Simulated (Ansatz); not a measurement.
AlFH₄SiTe, SMILES [F][Al]([SiH3])[TeH]: an atomisation energy, run with the Ansatz DFT code, driven from Python.

Script `alfh4site_tae.py`:
```python
from collections import Counter
import logging
import sys

import ansatz as az

logging.basicConfig(stream=sys.stdout, format="%(levelname)s %(message)s")
logger = logging.getLogger("alfh4site")
logger.setLevel(logging.INFO)


def energy(molecule, charge=0, unpaired=0):
    calc = molecule.calculation().basis(gaussian="def2-SVP").functional("r2scan0")
    if charge:
        calc = calc.charge(charge)
    if unpaired:
        calc = calc.spin("collinear", total=unpaired)
    return calc.run(threads=1).report["free_energy_ev"]


def main() -> None:
    geometry_ang = [
        ("F", [-0.5508, -0.1762, 2.6069]),
        ("Al", [-0.593, -0.2623, 0.798]),
        ("Si", [0.7555, 1.1692, -0.4935]),
        ("Te", [-2.0134, -2.0199, -0.3971]),
        ("H", [0.6173, 0.8521, -1.9247]),
        ("H", [0.4102, 2.5823, -0.2306]),
        ("H", [2.2203, 0.964, -0.0949]),
        ("H", [-0.7539, -3.1664, -0.32]),
    ]
    geometry = az.Crystal.molecule()
    for symbol, xyz in geometry_ang:
        geometry = geometry.atom(symbol, xyz)

    unpaired = {"F": 1, "Al": 1, "Si": 2, "Te": 2, "H": 1}
    counts = Counter(site.symbol for site in geometry.cartesian_sites)
    atom_energy = {s: energy(az.Crystal.molecule().atom(s, (0, 0, 0)), 0, unpaired[s]) for s in counts}
    whole = energy(geometry, 0, 0)
    for s, e in atom_energy.items():
        logger.info(f"{s:2s} x{counts[s]}  {e:14.5f} eV")
    logger.info(f"AlFH4SiTe: {whole:.5f} eV")
    split = sum(counts[s] * e for s, e in atom_energy.items()) - whole
    logger.info(f"atomisation energy (no zero-point term): {23.060548 * split:.1f} kcal/mol, {split / sum(counts.values()):.3f} eV an atom")


if __name__ == "__main__":
    main()
```

What does it cost to take this molecule apart into atoms?

529.6 kcal/mol from the electronic energies, without the zero-point term.

What the script printed:

`python alfh4site_tae.py` gives:
```text
INFO F  x1     -2710.06882 eV
INFO Al x1     -6591.80477 eV
INFO Si x1     -7870.71504 eV
INFO Te x1     -7294.16247 eV
INFO H  x4       -13.58464 eV
INFO AlFH4SiTe: -24544.05558 eV
INFO atomisation energy (no zero-point term): 529.6 kcal/mol, 2.871 eV an atom
```

Notes:
- Total energies depend on the basis set; only differences at equal settings carry meaning.
- The geometry is a force-field or estimated start, not a minimum of this method, and the basis set is short of its limit. All parts are taken at fixed geometry, without zero-point energy.
- def2 sets replace the cores of elements past krypton by effective core potentials.
- The spin-orbit lowering of heavy atoms is left out.
- Finished in 15 s on 1 thread of Arm Neoverse V1, with other jobs on the host, peak memory 0.26 GiB.
